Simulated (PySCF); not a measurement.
# C2H7FSi2: the cost of one run

Programs: PySCF 2.14.0, with density-fitted response routines of our own. Each step states its level of theory. These are calculated values for one molecule in the gas phase, unless marked as measured. Atoms are numbered from 0 throughout.

**1. The molecule as given**

12 atoms, charge 0, multiplicity 1; geometry from: GFN2-xTB. The atoms were then displaced at random by about 0.01 Å, so the start is not that level's minimum.

Bonds of the start (Å): F0–C1 1.41, C1–C2 1.55, C2–Si3 1.95, Si3–Si4 2.31, Si4–C1 1.94, C1–H5 1.10, C2–H6 1.08, C2–H7 1.06, Si3–H8 1.47, Si3–H9 1.49, Si4–H10 1.47, Si4–H11 1.47.

**2. Geometry optimisation at PBE0-D3(BJ)/def2-SVP**

Job settings and geometry (Å):

```
{"job": {"xc": "PBE0", "basis": "def2-SVP", "d3": "d3bj", "grid": 1, "shake": 0.01, "kind": "geom"}, "charge": 0, "multiplicity": 1}
F      0.290040    -2.310270    -0.375970
C      0.199070    -0.930850    -0.667610
C     -1.148240    -0.320690    -0.197530
Si    -0.476400     1.319010     0.610860
Si     1.495030     0.168440     0.277900
H      0.299890    -0.859440    -1.757070
H     -1.551610    -0.983100     0.561120
H     -1.845910    -0.229420    -0.994510
H     -0.817120     2.495580    -0.194600
H     -1.095250     1.559040     1.947610
H      2.122080    -0.588200     1.376190
H      2.568110     0.651630    -0.595420
```

The run is started by

```
$ OMP_NUM_THREADS=1 python probes_run.py task.json out
```

The driver reads the jobs from task.json and runs them one after another.

Q: Estimate the wall time and peak memory of this first job on 1 thread of Arm Neoverse V2, shared host.

About 49 s, with a peak of 0.49 GiB.
